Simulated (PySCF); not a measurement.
# IO⁻: changing the method

Starting from one script, swap the method and compare what comes out for IO⁻.

Computed with PySCF 2.14.0. Level: each script names its method and basis.

5 further runs of the same task are left out: 2 for a known fault of the program, 3 that didn't finish.

## (1) Starting geometry

IO⁻: 2 atoms, charge -1, spin multiplicity 1.

Bond lengths: I1–O2 1.909 Å.

## (2) Base script

File input.py:

```python
from pyscf import gto, scf

mol = gto.M(
    atom='I 0 0 0; O 0 0 1.909',
    basis='sbkjc',
    ecp={'I': 'sbkjc', 'O': 'sbkjc'},
    charge=-1,
    spin=0,
    verbose=4,
)
mf = scf.RHF(mol)
mf.kernel()
mf.dip_moment()
print('orbital energies (hartree):', mf.mo_energy[..., max(0, mol.nelec[1]-3):mol.nelec[0]+3].round(4))
```

Launch:

```console
> OMP_NUM_THREADS=1 python input.py
```

## (3) UHF

Run 1 changes SCF type: RHF → UHF.

File input.py:

```python
from pyscf import gto, scf

mol = gto.M(
    atom='I 0 0 0; O 0 0 1.909',
    basis='sbkjc',
    ecp={'I': 'sbkjc', 'O': 'sbkjc'},
    charge=-1,
    spin=0,
    verbose=4,
)
mf = scf.UHF(mol)
mf.kernel()
mf.dip_moment()
print('orbital energies (hartree):', [e[max(0, n-3):n+3].round(4) for e, n in zip(mf.mo_energy, mol.nelec)])
```

## (4) Population analysis

Run 2 changes step after the SCF: none → analyze.

input.py: that of step 2 with these lines changed.

```diff
@@ -12,2 +12,3 @@
 mf.kernel()
+mf.mulliken_pop()
 mf.dip_moment()
```

## (5) Pbe0 (RKS)

Run 3 changes functional: none (Hartree–Fock) → pbe0; SCF type: RHF → RKS; step after the SCF: none → analyze.

input.py: that of step 2 with these lines changed.

```diff
@@ -1,2 +1,2 @@
-from pyscf import gto, scf
+from pyscf import gto, dft
 
@@ -10,4 +10,5 @@
 )
-mf = scf.RHF(mol)
+mf = dft.RKS(mol, xc='pbe0')
 mf.kernel()
+mf.mulliken_pop()
 mf.dip_moment()
```

## (6) Polarisability

Run 4 changes step after the SCF: none → polarizability.

input.py: that of step 2 with these lines changed.

```diff
@@ -1,2 +1,3 @@
 from pyscf import gto, scf
+from pyscf.prop.polarizability import rhf as pol
 
@@ -12,2 +13,4 @@
 mf.kernel()
+print('polarizability (a.u.)')
+print(pol.Polarizability(mf).polarizability().round(4))
 mf.dip_moment()
```

What does the calculation give? Wanted: for each run, E(SCF); from base; gap.

As calculated:

```tsv
run	E(SCF) (hartree)	from base (eV)	cycles	gap (eV)
base	-26.827265	0	8	11.51
UHF	-26.827265	0.0000	8	11.51
population analysis	-26.827265	0.0000	8	11.51
pbe0 (RKS)	-27.337164	not comparable	8	4.33
polarisability	-26.827265	0.0000	8	11.51
```

What this shows: With UHF the SCF ends at the base energy. Total energies of different functionals can't be compared with each other; differences within one functional can.
